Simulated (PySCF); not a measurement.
# [Dy(SH)3]+: other functionals and bases at one geometry

How far do other levels of theory move the description of [Dy(SH)3]+, and what does each cost? The species was built from a template and needn't be a known compound.

Computed with PySCF 2.14.0. Level: several levels, as the steps say, no spin–orbit coupling.

1 further run of the same task is left out (for a known fault of the program).

## (1) Where the work starts

7 atoms, charge 1, spin multiplicity 1.

Bond lengths: Dy1–S2 2.413 Å, Dy1–S4 2.413 Å, Dy1–S6 2.413 Å, S2–H3 1.358 Å, S4–H5 1.358 Å, S6–H7 1.358 Å. Angles: S2–Dy1–S4 107.0°, S2–Dy1–S6 107.0°, S4–Dy1–S6 107.0°, Dy1–S2–H3 97.6°, Dy1–S4–H5 97.6°, Dy1–S6–H7 97.6°.

As a file:

```xyz
7
charge 1, multiplicity 1
Dy    0.00000    0.00000    0.03130
S     2.20511   -0.39778    0.92737
H     2.39969    0.82880    1.47710
S    -0.75806    2.10857    0.92737
H    -1.91761    1.66379    1.47710
S    -1.44704   -1.71079    0.92737
H    -0.48208   -2.49259    1.47710
```

Formal oxidation states: Dy +4. Each metal's 8 4f electrons lie in its core potential, so multiplicities, spins and levels count the valence alone. An earlier session relaxed this geometry at PBE0, Dy lcecp-2-SVP with ECP54, S def2-SVP, H def2-SVP (singlet, point group C3).

At PBE0 on the finer grid: E = -1239.461307 Eh, frontier levels not given, since the 4f levels lie in the core, Mulliken charge on Dy1 +0.81 e, largest force component 0.008 eV/Å. 

Levels to run: TPSSh; PBE; PBE0, TZVP. Hardware: 2 threads of Arm Neoverse V1, shared host.

## (2) TPSSh

run.py (the lines that set the calculation)

```python
mol = gto.M(atom='''
Dy     0.00000     0.00000     0.03130
S      2.20511    -0.39778     0.92737
H      2.39969     0.82880     1.47710
S     -0.75806     2.10857     0.92737
H     -1.91761     1.66379     1.47710
S     -1.44704    -1.71079     0.92737
H     -0.48208    -2.49259     1.47710''',
    basis={'Dy': 'lcecp-2-SVP', 'S': 'def2-SVP', 'H': 'def2-SVP'},
    ecp={'Dy': 'lcecp-2-SVP'},
    charge=1, spin=0)
mf = dft.RKS(mol, xc='TPSSH')
mf.grids.atom_grid = (75, 302)  # f atoms: unpruned, at least (60, 302)
mf = mf.density_fit()  # fitting sets: Dy AutoAux, S def2-universal-JKFIT, H def2-universal-JKFIT
mf.conv_tol = 1e-08; mf.max_cycle = 55
mf.kernel(dm0)  # dm0: the density of the relaxed state
```

The run is started by

```console
> OMP_NUM_THREADS=2 python run.py
```

## (3) PBE

run.py (the lines that set the calculation), as its differences from that of step 2:

```diff
@@ -11,3 +11,3 @@
     charge=1, spin=0)
-mf = dft.RKS(mol, xc='TPSSH')
+mf = dft.RKS(mol, xc='PBE')
 mf.grids.atom_grid = (75, 302)  # f atoms: unpruned, at least (60, 302)
```

## (4) PBE0, TZVP

Basis: Dy lcecp-2-TZVP with ECP54, S def2-TZVP, H def2-TZVP. 

run.py (the lines that set the calculation)

```python
mol = gto.M(atom='''
Dy     0.00000     0.00000     0.03130
S      2.20511    -0.39778     0.92737
H      2.39969     0.82880     1.47710
S     -0.75806     2.10857     0.92737
H     -1.91761     1.66379     1.47710
S     -1.44704    -1.71079     0.92737
H     -0.48208    -2.49259     1.47710''',
    basis={'Dy': 'lcecp-2-TZVP', 'S': 'def2-TZVP', 'H': 'def2-TZVP'},
    ecp={'Dy': 'lcecp-2-TZVP'},
    charge=1, spin=0)
mf = dft.RKS(mol, xc='PBE0')
mf.grids.atom_grid = (75, 302)  # f atoms: unpruned, at least (60, 302)
mf = mf.density_fit()  # fitting sets: Dy AutoAux, S def2-universal-JKFIT, H def2-universal-JKFIT
mf.conv_tol = 1e-08; mf.max_cycle = 55
mf.kernel(dm0)  # dm0: free metal ions and neutral atoms
```

Q: Predict the outcome of this session. Wanted: for each run, charge on Dy1; dipole; largest force.

As calculated:

| level | state | charge on Dy1 (e) | dipole (D) | largest force (eV/Å) | basis functions | time |
| --- | --- | --- | --- | --- | --- | --- |
| PBE0 (relaxed here) | singlet | 0.81 | 1.97 | 0.01 | 99 | 16 s |
| TPSSh | singlet | 0.84 | 1.99 | 0.32 | 99 | 7.7 s |
| PBE | singlet | 0.67 | 1.57 | 0.34 | 99 | 6.5 s |
| PBE0, TZVP | singlet | 1.28 | 2.07 | 0.18 | 176 | 17 s |

Times are on 2 threads of Arm Neoverse V1, shared host; the first row also made further properties. The dipole of a charged species depends on the origin, so these sizes hold for this origin alone.

The largest leftover force, 0.34 eV/Å with PBE, stands at a geometry relaxed at another level. The Mulliken charge on Dy spans +0.67 to +1.28 e over the levels. With 4f in the core, its levels are missing from HOMO and gap. Total energies of different levels can't be compared. Spin–orbit coupling is left out throughout.
